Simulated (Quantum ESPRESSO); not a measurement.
# WS2 in Quantum ESPRESSO: relaxation of the atoms with PBEsol

Aim: the relaxation of the atoms of WS2 with PBEsol.

Everything below comes from runs of Quantum ESPRESSO 7.5. Logs are shortened: lines on timing, memory, paths and dates and some standing lists are left out, and cuts for length are marked.

## 1. The structure

The cell holds a sheet with vacuum, 3 atoms: a = 3.279 Å, b = 3.138 Å, c = 21.140 Å, α = 90.00°, β = 90.00°, γ = 121.50°.

The cell was built by a generator and needn't be a form met in nature.

## 2. Relaxation of the atoms, PBEsol

The input, pw.in:

```
&CONTROL
  calculation = 'relax'
  prefix = 'pwscf'
  outdir = './tmp'
  pseudo_dir = './pseudo'
  tprnfor = .true.
  disk_io = 'low'
  nstep = 40
  forc_conv_thr = 0.0004
  etot_conv_thr = 1d-05
/
&SYSTEM
  ibrav = 0
  nat = 3
  ntyp = 2
  ecutwfc = 74
  nbnd = 20
  occupations = 'smearing'
  smearing = 'gaussian'
  degauss = 0.00146997
/
&ELECTRONS
  conv_thr = 6d-10
  electron_maxstep = 120
  mixing_beta = 0.5
/
&IONS
  ion_dynamics = 'bfgs'
/
ATOMIC_SPECIES
S     32.0600 S.upf
W    183.8400 W.upf
CELL_PARAMETERS angstrom
   3.2791200000    0.0000000000    0.0000000000
  -1.6395600000    2.6759665361    0.0000000000
   0.0000000000    0.0000000000   21.1400000000
ATOMIC_POSITIONS crystal
S      0.6666666667    0.3333333333    0.4257332072
W      0.3333333333    0.6666666667    0.5000000000
S      0.6666666667    0.3333333333    0.5742667928
K_POINTS automatic
10 10 1 0 0 0
```

Potentials or basis: PseudoDojo 0.4.1 SR PBEsol standard.

Run with:

```bash
> OMP_NUM_THREADS=1 pw.x -in pw.in > pw.out
```

pw.out:

```text
This program is part of the open-source Quantum ESPRESSO suite
     for quantum simulation of materials; please cite
         "P. Giannozzi et al., J. Phys.:Condens. Matter 21 395502 (2009);
         "P. Giannozzi et al., J. Phys.:Condens. Matter 29 465901 (2017);
         "P. Giannozzi et al., J. Chem. Phys. 152 154105 (2020);
     in publications or presentations arising from this work. More details at

     Message from routine setup:
     using ibrav=0 with symmetry is DISCOURAGED, use correct ibrav instead

     G-vector sticks info
     --------------------
     sticks:   dense  smooth     PW     G-vecs:    dense   smooth      PW
     Sum         735     735    215               107653   107653   17201

     Using Slab Decomposition

     bravais-lattice index     =            0
     lattice parameter (alat)  =       6.1966  a.u.
     unit-cell volume          =    1251.8133 (a.u.)^3
     number of atoms/cell      =            3
     number of atomic types    =            2
     number of electrons       =        26.00
     number of Kohn-Sham states=           20
     kinetic-energy cutoff     =      74.0000  Ry
     charge density cutoff     =     296.0000  Ry
     scf convergence threshold =      6.0E-10
     mixing beta               =       0.5000
     number of iterations used =            8  plain     mixing
     energy convergence thresh.=      1.0E-05
     force convergence thresh. =      4.0E-04
     Exchange-correlation= PBESOL
                           (   1   4  10   8   0   0   0)
     nstep                     =           40

     celldm(1)=   6.196639  celldm(2)=   0.000000  celldm(3)=   0.000000
     celldm(4)=   0.000000  celldm(5)=   0.000000  celldm(6)=   0.000000

     crystal axes: (cart. coord. in units of alat)
               a(1) = (   1.000000   0.000000   0.000000 )
               a(2) = (  -0.500000   0.816062   0.000000 )
               a(3) = (   0.000000   0.000000   6.446852 )

     reciprocal axes: (cart. coord. in units 2 pi/alat)
               b(1) = (  1.000000  0.612698 -0.000000 )
               b(2) = (  0.000000  1.225396  0.000000 )
               b(3) = (  0.000000 -0.000000  0.155114 )

     PseudoPot. # 1 for S  read from file:
     S.upf
     Pseudo is Norm-conserving + core correction, Zval =  6.0
     Generated using ONCVPSP code by D. R. Hamann
     Using radial grid of 1146 points,  6 beta functions with:
                l(1) =   0
                l(2) =   0
                l(3) =   1
                l(4) =   1
                l(5) =   2
                l(6) =   2

     PseudoPot. # 2 for W  read from file:
     W.upf
     Pseudo is Norm-conserving + core correction, Zval = 14.0
     Generated using ONCVPSP code by D. R. Hamann
     Using radial grid of 1396 points,  8 beta functions with:
                l(1) =   0
                l(2) =   0
                l(3) =   1
                l(4) =   1
                l(5) =   2
                l(6) =   2
                l(7) =   3
                l(8) =   3

     atomic species   valence    mass     pseudopotential
     S                 6.00    32.06000     S ( 1.00)
     W                14.00   183.84000     W ( 1.00)

      4 Sym. Ops. (no inversion) found

   Cartesian axes

     site n.     atom                  positions (alat units)
         1        S      tau(   1) = (   0.5000000   0.2720208   2.7446388  )
         2        W      tau(   2) = (  -0.0000000   0.5440416   3.2234258  )
         3        S      tau(   3) = (   0.5000000   0.2720208   3.7022128  )

     number of k points=    31  Gaussian smearing, width (Ry)=  0.0015
                       cart. coord. in units 2pi/alat
        k(    1) = (   0.0000000   0.0000000   0.0000000), wk =   0.0200000
        k(    2) = (   0.0000000   0.1225396   0.0000000), wk =   0.0400000
        k(    3) = (   0.0000000   0.2450793   0.0000000), wk =   0.0400000
        k(    4) = (   0.0000000   0.3676189   0.0000000), wk =   0.0400000
        k(    5) = (   0.0000000   0.4901586   0.0000000), wk =   0.0400000
        k(    6) = (   0.0000000  -0.6126982   0.0000000), wk =   0.0200000
[... 23 lines left out ...]
        k(   30) = (  -0.5000000  -0.1838095   0.0000000), wk =   0.0800000
        k(   31) = (  -0.5000000  -0.0612698   0.0000000), wk =   0.0800000

     Dense  grid:   107653 G-vectors     FFT dimensions: (  36,  36, 225)

     Initial potential from superposition of free atoms

     starting charge      25.9995, renormalised to      26.0000

     negative rho (up, down):  2.944E-05 0.000E+00
     Starting wfcs are   18 randomized atomic wfcs +    2 random wfcs

     Self-consistent Calculation

     iteration #  1     ecut=    74.00 Ry     beta= 0.50
     Davidson diagonalization with overlap
     ethr =  1.00E-02,  avg # of iterations =  6.4

     Threshold (ethr) on eigenvalues was too large:
     Diagonalizing with lowered threshold

     Davidson diagonalization with overlap
     ethr =  2.97E-04,  avg # of iterations =  5.0

     negative rho (up, down):  1.207E-05 0.000E+00

     total energy              =    -195.90735271 Ry
     estimated scf accuracy    <       0.08804308 Ry

     iteration #  2     ecut=    74.00 Ry     beta= 0.50
     Davidson diagonalization with overlap
     ethr =  3.39E-04,  avg # of iterations =  3.1

     negative rho (up, down):  5.792E-06 0.000E+00

     total energy              =    -195.91904440 Ry
     estimated scf accuracy    <       0.01265326 Ry

     iteration #  3     ecut=    74.00 Ry     beta= 0.50
     Davidson diagonalization with overlap
     ethr =  4.87E-05,  avg # of iterations =  7.3

     negative rho (up, down):  3.577E-06 0.000E+00

     total energy              =    -195.91990400 Ry
     estimated scf accuracy    <       0.02014795 Ry

     iteration #  4     ecut=    74.00 Ry     beta= 0.50
     Davidson diagonalization with overlap
     ethr =  4.87E-05,  avg # of iterations =  2.1

     negative rho (up, down):  2.898E-07 0.000E+00

     total energy              =    -195.92284425 Ry
     estimated scf accuracy    <       0.00070008 Ry

     iteration #  5     ecut=    74.00 Ry     beta= 0.50
     Davidson diagonalization with overlap
     ethr =  2.69E-06,  avg # of iterations =  6.6
[... 209 lines left out ...]
   -74.9178 -39.3281 -39.1184 -39.0762 -13.6248 -13.3251  -7.2193  -6.1055
    -5.3296  -4.1971  -3.0453  -2.9531  -1.5225   1.6515   2.2064   3.3301
     3.4242   4.6536   7.1309   7.2977

          k =-0.5000-0.0613 0.0000 ( 13406 PWs)   bands (ev):

   -74.9178 -39.2838 -39.1220 -39.1184 -13.6530 -13.3090  -6.6525  -6.1371
    -5.1618  -4.3275  -4.1326  -2.9334  -1.3618   1.4310   2.0121   2.6623
     4.0155   5.7353   7.1490   7.5047

     the Fermi energy is     0.6695 ev

!    total energy              =    -195.92291991 Ry
     estimated scf accuracy    <          2.9E-10 Ry
     smearing contrib. (-TS)   =      -0.00000000 Ry
     internal energy E=F+TS    =    -195.92291991 Ry

     The total energy is F=E-TS. E is the sum of the following terms:
     one-electron contribution =   -1204.11091768 Ry
     hartree contribution      =     601.23160293 Ry
     xc contribution           =     -45.56253989 Ry
     ewald contribution        =     452.51893473 Ry

     convergence has been achieved in   9 iterations

     Forces acting on atoms (cartesian axes, Ry/au):

     atom    1 type  1   force =     0.00000000    0.00828146    0.01278454
     atom    2 type  2   force =     0.00000000   -0.01656293    0.00000000
     atom    3 type  1   force =     0.00000000    0.00828146   -0.01278454

     Total force =     0.027173     Total SCF correction =     0.000035

     BFGS Geometry Optimization
     Energy error            =      7.4E-04 Ry
     Gradient error          =      1.7E-02 Ry/Bohr

     number of scf cycles    =   1
     number of bfgs steps    =   0

     energy             new  =    -195.9229199067 Ry

     new trust radius        =       0.0165629262 bohr
     new conv_thr            =       0.0000000006 Ry

ATOMIC_POSITIONS (crystal)
S                0.6674855038        0.3349710076        0.4260532304
W                0.3316956590        0.6633913182        0.5000000000
S                0.6674855038        0.3349710076        0.5739467696

     NEW-OLD atomic charge density approx. for the potential

     negative rho (up, down):  3.459E-06 0.000E+00

     Self-consistent Calculation

     iteration #  1     ecut=    74.00 Ry     beta= 0.50
     Davidson diagonalization with overlap
     ethr =  1.00E-06,  avg # of iterations =  7.1

     negative rho (up, down):  1.570E-06 0.000E+00

     total energy              =    -195.92346230 Ry
     estimated scf accuracy    <       0.00003071 Ry

     iteration #  2     ecut=    74.00 Ry     beta= 0.50
     Davidson diagonalization with overlap
     ethr =  1.18E-07,  avg # of iterations =  2.3

     negative rho (up, down):  1.144E-06 0.000E+00

     total energy              =    -195.92346317 Ry
     estimated scf accuracy    <       0.00003438 Ry

     iteration #  3     ecut=    74.00 Ry     beta= 0.50
     Davidson diagonalization with overlap
     ethr =  1.18E-07,  avg # of iterations =  1.9

     negative rho (up, down):  3.179E-07 0.000E+00
[... 1091 lines left out ...]
   -74.9135 -39.3417 -39.1192 -39.0841 -13.6892 -13.3797  -7.2960  -6.1276
    -5.3714  -4.2525  -3.0322  -2.9941  -1.5805   1.5933   2.2156   3.3118
     3.5718   4.6811   7.1931   7.2973

          k =-0.5000-0.0613 0.0000 ( 13406 PWs)   bands (ev):

   -74.9135 -39.2979 -39.1294 -39.1192 -13.7177 -13.3626  -6.7303  -6.1781
    -5.2080  -4.3670  -4.1724  -2.9093  -1.4110   1.3937   1.9944   2.6851
     4.1413   5.7747   7.1999   7.5109

     the Fermi energy is     0.6870 ev

!    total energy              =    -195.92369010 Ry
     estimated scf accuracy    <          4.6E-12 Ry
     smearing contrib. (-TS)   =      -0.00000000 Ry
     internal energy E=F+TS    =    -195.92369010 Ry

     The total energy is F=E-TS. E is the sum of the following terms:
     one-electron contribution =   -1208.89230388 Ry
     hartree contribution      =     603.60831416 Ry
     xc contribution           =     -45.59125175 Ry
     ewald contribution        =     454.95155136 Ry

     convergence has been achieved in   7 iterations

     Forces acting on atoms (cartesian axes, Ry/au):

     atom    1 type  1   force =     0.00000000    0.00000138   -0.00000443
     atom    2 type  2   force =     0.00000000   -0.00000275    0.00000000
     atom    3 type  1   force =     0.00000000    0.00000138    0.00000443

     Total force =     0.000007     Total SCF correction =     0.000005
     SCF correction compared to forces is large: reduce conv_thr to get better values
     Energy error            =      2.1E-06 Ry
     Gradient error          =      4.4E-06 Ry/Bohr

     bfgs converged in   5 scf cycles and   4 bfgs steps
     (criteria: energy <  1.0E-05 Ry, force <  4.0E-04 Ry/Bohr)

     End of BFGS Geometry Optimization

     Final energy             =    -195.9236901002 Ry

Begin final coordinates

ATOMIC_POSITIONS (crystal)
S                0.6679788759        0.3359577516        0.4265775530
W                0.3307089150        0.6614178300        0.5000000000
S                0.6679788759        0.3359577516        0.5734224470
End final coordinates

=------------------------------------------------------------------------------=
   JOB DONE.
=------------------------------------------------------------------------------=
```

It took 18 min on 1 thread of Intel Xeon Platinum 8375C at 2.90GHz (Ice Lake), shared host; peak memory 0.27 GiB.

Results:

| Property | Result |
| --- | --- |
| Free energy | -2665.6776 eV |
| Energy gained by relaxing | 3.5 meV/atom |
| Ionic steps | 5 |
| Band gap on the k mesh | 1.80 eV, indirect (least direct gap 1.89 eV) |

The path:
```tsv
step	energy change (eV)	largest force (eV/Å)
1	0.0000	0.4259
2	-0.0075	0.2263
3	-0.0103	0.0571
4	-0.0104	0.0282
5	-0.0105	0.0001
```

Final structure:
```xyz
3
Lattice="3.2791 0.0000 0.0000 -1.6396 2.6760 0.0000 0.0000 0.0000 21.1400" Properties=species:S:1:pos:R:3 pbc="T T T"
S     1.6396    0.8990    9.0178
W     0.0000    1.7699   10.5700
S     1.6396    0.8990   12.1222
```

Levels at points of the mesh, in eV from the valence-band top:
| k point | band 9 | band 10 | band 11 | band 12 | band 13 | band 14 | band 15 | band 16 | band 17 | band 18 |
| --- | --- | --- | --- | --- | --- | --- | --- | --- | --- | --- |
| (0.00, 0.00, 0.00) | -2.61 | -2.09 | -1.88 | -1.47 | 0.00 | 2.73 | 2.80 | 3.04 | 3.37 | 4.99 |
| (0.00, -0.50, 0.00) | -4.41 | -3.91 | -1.93 | -1.70 | -0.75 | 2.92 | 3.33 | 3.86 | 4.64 | 5.19 |
| (-0.50, 0.00, 0.00) | -4.48 | -3.27 | -2.12 | -1.13 | -1.02 | 2.60 | 3.40 | 4.11 | 4.84 | 5.02 |

Caveat: spin-orbit coupling is left out, which moves the levels of the heavy elements.
